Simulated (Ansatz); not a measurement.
# CoRu2: the cost of one run

Computed with Ansatz 0.2.0 (DFT r2SCAN, scalar-relativistic, plane waves, PAW, unless a step's input says otherwise).

## Step 1: The starting structure

It takes space group Fm-3m (No. 225, cubic). The conventional cell has a = 5.203 Å, b = 5.203 Å, c = 5.203 Å, α = 90.00°, β = 90.00°, γ = 90.00°. Co (site symmetry m-3m) has 8 Ru at 2.25 Å as nearest neighbours. Ru (site symmetry -43m) has 4 Co at 2.25 Å as nearest neighbours.

Structure file:

```cif
data_structure
_symmetry_space_group_name_H-M 'Fm-3m'
_symmetry_Int_Tables_number 225
_cell_length_a 5.2027
_cell_length_b 5.2027
_cell_length_c 5.2027
_cell_angle_alpha 90.000
_cell_angle_beta 90.000
_cell_angle_gamma 90.000
_cell_volume 140.83
loop_
_atom_site_label
_atom_site_type_symbol
_atom_site_symmetry_multiplicity
_atom_site_Wyckoff_symbol
_atom_site_fract_x
_atom_site_fract_y
_atom_site_fract_z
_atom_site_occupancy
Co1 Co 4 a 0.00000 0.00000 0.00000 1
Ru1 Ru 8 c 0.25000 0.75000 0.75000 1
```

(A quick probe on a coarse mesh, which set the mesh and smearing, is not shown.)

## Step 3: Rough relaxation on the coarse mesh

Contents of input.yaml:

```yaml
crystal:
  lattice:
    - [0.0, 2.601366206, 2.601366206]
    - [2.601366206, 0.0, 2.601366206]
    - [2.601366206, 2.601366206, 0.0]
  atoms:
    - { symbol: Co, position: [0.0, 0.0, 0.0], spin: 1.22 }
    - { symbol: Ru, position: [0.25, 0.25, 0.25], spin: 0.35 }
    - { symbol: Ru, position: [0.75, 0.75, 0.75], spin: 0.35 }
basis:
  ecutwfc: 500
kpoints:
  mp_grid: { grid: [6, 6, 6] }
hamiltonian:
  xc: r2scan
scf:
  occupations: { method: gaussian, width: 0.1 }
  lower_state_search: "off"
output:
  forces: true
  stress: true
  eigenvalues: true
  populations: true
magnetization:
  spin_polarized: true
relax:
  adjacent_minimum: "off"
  f_tol: 0.04
  max_steps: 70
  cell: { stress_tol: 0.4 }
```

Launch:

```bash
> ansatz run input.yaml --threads 1 --pin off --max-ram 2560MiB --backend cpu --events-out ev --progress --plain --runs-dir out
```

Q: Estimate wall time and peak memory on 1 thread of Arm Neoverse V1, shared host.

About 53 s, with a peak of 0.46 GiB.
